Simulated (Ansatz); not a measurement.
# NbReSi: further runs on the relaxed cell

An exercise on one series of results from a longer session: the logs are not shown, and one member is left open.

Method: DFT PBEsol, scalar-relativistic, plane waves, PAW, in Ansatz 0.2.0.

**Starting point**

Symmetry: P-62m, No. 189, hexagonal system. Conventional cell: a = 6.817 Å, b = 6.817 Å, c = 3.277 Å, α = 90.00°, β = 90.00°, γ = 120.00°. Around Nb (site symmetry m2m) lie 5 Si at 2.65 to 2.74 Å and 6 Re at 2.83 to 2.91 Å. Si (site symmetry -6) has 3 Re at 2.56 Å and 6 Nb at 2.65 Å in its first shell of neighbours. Si (site symmetry -62m) is surrounded by 6 Re at 2.41 Å and 3 Nb at 2.74 Å. Around Re (site symmetry m2m) lie 4 Si at 2.41 to 2.56 Å.

Structure file:

```xyz
9
Lattice="6.8174 0.0000 0.0000 -3.4087 5.9040 0.0000 0.0000 0.0000 3.2770" Properties=species:S:1:pos:R:3 pbc="T T T"
Nb    1.3692    2.3716    1.6385
Nb    4.0789    0.0000    1.6385
Nb   -2.0395    3.5325    1.6385
Si    3.4087    1.9680    0.0000
Si    0.0000    3.9360    0.0000
Si    0.0000    0.0000    1.6385
Re    2.5259    4.3750    0.0000
Re    1.7655    0.0000    0.0000
Re   -0.8828    1.5290    0.0000
```

It goes back to an entry of the Materials Project.

It is the result of an earlier relaxation at this level (volume 14.66 Å³/atom; gap on the mesh: none (metal)).

Set-up of the first run:

input.yaml

```yaml
crystal:
  lattice:
    - [6.7485094639, 0.0, 0.0]
    - [-3.3742547319, 5.8443806334, 0.0]
    - [0.0, 0.0, 3.2438708588]
  atoms:
    - { symbol: Nb, position: [0.4016842411, 0.4016842411, 0.5] }
    - { symbol: Nb, position: [0.5983157589, 0.0, 0.5] }
    - { symbol: Nb, position: [0.0, 0.5983157589, 0.5] }
    - { symbol: Si, position: [0.6666666667, 0.3333333333, 0.0] }
    - { symbol: Si, position: [0.3333333333, 0.6666666667, 0.0] }
    - { symbol: Si, position: [0.0, 0.0, 0.5] }
    - { symbol: Re, position: [0.7410270795, 0.7410270795, 0.0] }
    - { symbol: Re, position: [0.2589729205, 0.0, 0.0] }
    - { symbol: Re, position: [0.0, 0.2589729205, 0.0] }
basis:
  ecutwfc: 420
kpoints:
  mp_grid: { grid: [6, 6, 12] }
hamiltonian:
  xc: pbesol
scf:
  occupations: { method: gaussian, width: 0.1 }
output:
  forces: true
  stress: true
  eigenvalues: true
relax:
  adjacent_minimum: "off"
  f_tol: 0.01
  max_steps: 30
  cell: { stress_tol: 0.1, fix: [volume] }
```

Started as:

```bash
ansatz run input.yaml --threads 2 --pin off --max-ram 5120MiB --backend cpu --events-out ev --progress --plain --runs-dir out
```

Steps of the session up to this table: Point at V/V0 = 0.97; Volume × 1.03; Volume × 0.94; The cell scaled to 1.06 of its volume.

One table of the session follows, with a row left open; its other results are not shown here.

It belongs to the step «Energy against volume». 

```
volume (Å³/atom)  energy above the lowest point (meV/atom)  pressure (GPa)
          13.776                                      47.9           18.42
          14.216                                      11.3            8.49
          14.655                                       0.0            0.00
          15.095                                         ?               ?
          15.535                                      39.0          -13.43
```

Q: Estimate the row for volume (Å³/atom) = 15.095 from the others.

Worked estimate for «energy above the lowest point (meV/atom)». A straight line through the neighbours (14.655, 0.0) and (15.535, 39.0) gives 0.0 + (39.0 − 0.0) × (15.095 − 14.655) / (15.535 − 14.655) = 19.5; a parabola fitted to 3 rows on both sides gives 9.2.

The run gave: energy above the lowest point (meV/atom): 10.3; pressure (GPa): -7.25. In «energy above the lowest point (meV/atom)» the line misses by +9.2 and the parabola by -1.1.
